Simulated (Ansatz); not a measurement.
**C₂H₂N₂O₂Si: one species, many methods**

How much do the methods differ for C₂H₂N₂O₂Si? The plan is to run it at one geometry with functionals of several rungs and with coupled cluster. The yardstick is the atomisation energy at the CCSD(T) limit.

Computed with Ansatz 0.2.0, Gaussian basis. Level: functionals in def2-TZVPP, the program's frozen cores in correlated methods.

Plan: LDA (SPW92), PBE-D4, revPBE-D4, BLYP-D4, r2SCAN-D4, B97M-V, PBE0-D4, B3LYP-D4, r2SCANh-D4, r2SCAN0-D4, HSE06-D4, BHLYP-D4, CAM-B3LYP-D4, LC-ωPBE, ωB97X-V, ωB97M-V, B2PLYP, PBE-QIDH; CCSD(T)/def2-SVP; CCSD(T)/def2-TZVPP; MP2/def2-QZVPP; extrapolation to the limit; RPA on PBE.

## Step 1: The relaxed structure

All runs share one geometry, relaxed beforehand with PBE0-D4 in a triple-zeta def2 set.

SMILES `O=C=N[SiH2]N=C=O`, 9 atoms, charge 0, spin multiplicity 1.

Atoms are counted from 1 here; the program's logs count them from 0.

Bond lengths: O1–C2 1.162 Å, C2–N3 1.194 Å, N3–Si4 1.699 Å, Si4–N5 1.699 Å, Si4–H8 1.475 Å, Si4–H9 1.475 Å, N5–C6 1.194 Å, C6–O7 1.162 Å. Angles: O1–C2–N3 178.5°, C2–N3–Si4 165.6°, N3–Si4–N5 110.5°, N3–Si4–H8 108.6°, N3–Si4–H9 108.6°, N5–Si4–H8 108.6°, N5–Si4–H9 108.6°, H8–Si4–H9 111.9°, Si4–N5–C6 165.5°, N5–C6–O7 178.5°.

Coordinates:

```xyz
9
C2H2N2O2Si
O    -2.7524   -0.3829   -1.9525
C    -1.8780   -0.6067   -1.2200
N    -0.9901   -0.8663   -0.4653
Si    0.3742   -0.8279    0.5471
N     1.0717    0.7218    0.5486
C     1.3331    1.8720    0.3645
O     1.6121    2.9890    0.2039
H     1.3679   -1.7907    0.0350
H    -0.0501   -1.1549    1.9217
```

## Step 2: LDA

This LDA is Slater exchange with PW92 correlation.

in.yaml

```yaml
crystal:
  periodic: [false, false, false]
  atoms:
    - {symbol: O, position_ang: [-2.752419, -0.382898, -1.952526]}
    - {symbol: C, position_ang: [-1.877967, -0.606659, -1.219991]}
    - {symbol: N, position_ang: [-0.990091, -0.866266, -0.465284]}
    - {symbol: Si, position_ang: [0.374231, -0.827885, 0.547089]}
    - {symbol: N, position_ang: [1.071686, 0.721762, 0.548562]}
    - {symbol: C, position_ang: [1.333075, 1.872040, 0.364464]}
    - {symbol: O, position_ang: [1.612111, 2.989034, 0.203862]}
    - {symbol: H, position_ang: [1.367876, -1.790667, 0.034981]}
    - {symbol: H, position_ang: [-0.050100, -1.154860, 1.921743]}
basis:
  gaussian: {orbitals: def2-TZVPP}
hamiltonian: {xc: lda}
output: {orbitals: {seedname: orbitals}}
```

Launch:

```console
ansatz run in.yaml --threads 4 --pin off --events-out ev --progress --plain --max-ram 10444MiB
```

The runs that follow: PBE-D4 (GGA); revPBE-D4 (GGA); BLYP-D4 (GGA); r2SCAN-D4 (meta-GGA); B97M-V (meta-GGA); B3LYP-D4 (hybrid); r2SCANh-D4 (hybrid); r2SCAN0-D4 (hybrid); HSE06-D4 (hybrid); BHLYP-D4 (hybrid); CAM-B3LYP-D4 (range-separated); LC-ωPBE (range-separated); ωB97X-V (range-separated); ωB97M-V (range-separated); B2PLYP (double hybrid); PBE-QIDH (double hybrid); CCSD(T) in def2-SVP; CCSD(T) in def2-TZVPP; MP2 in def2-QZVPP; RPA on PBE orbitals.

Q: Predict the results of all the runs planned. Wanted: atomisation energy, CCSD(T)/CBS; farthest beyond LDA; mean size of error, GGA; mean size of error, meta-GGA; mean size of error, hybrid; mean size of error, range-separated; mean size of error, double hybrid; gap, smallest and largest; T1 diagnostic.

As calculated:

```
                               quantity                                      value
        atomisation energy, CCSD(T)/CBS                            1004.9 kcal/mol
functionals within 5.0 kcal/mol (0.5 %)               r2SCANh-D4, B2PLYP, PBE-QIDH
                    farthest beyond LDA                    PBE-D4 (+60.8 kcal/mol)
                mean size of error, GGA                              39.1 kcal/mol
           mean size of error, meta-GGA                              13.9 kcal/mol
             mean size of error, hybrid                              19.0 kcal/mol
    mean size of error, range-separated                              12.2 kcal/mol
      mean size of error, double hybrid                               3.3 kcal/mol
              gap, smallest and largest  6.10 eV (LDA (SPW92)), 13.50 eV (LC-ωPBE)
                          T1 diagnostic                                     0.0167
triples share of the correlation energy                                      4.7 %
```

In words: LDA overbinds by 199.2 kcal/mol (20 %). PBE-D4 is off by +60.8 kcal/mol. Double hybrids carry the basis error of their MP2 part in triple zeta, and no dispersion term here, so their miss is partly the set-up's. By mean error the best rung here is double hybrid (3.3 kcal/mol) and the worst beyond LDA is GGA (39.1 kcal/mol). The reference freezes the cores and leaves out relativity and excitations past (T), so misses under about 5.0 kcal/mol can't be ranked. Hartree-Fock recovers 65 % of the binding; the rest is correlation. CCSD(T) in def2-SVP is off by -64.6 kcal/mol, so the small basis spoils what the method gains. The gap grows from 6.1 to 13.5 eV across the functionals, mostly with the share of exact exchange.
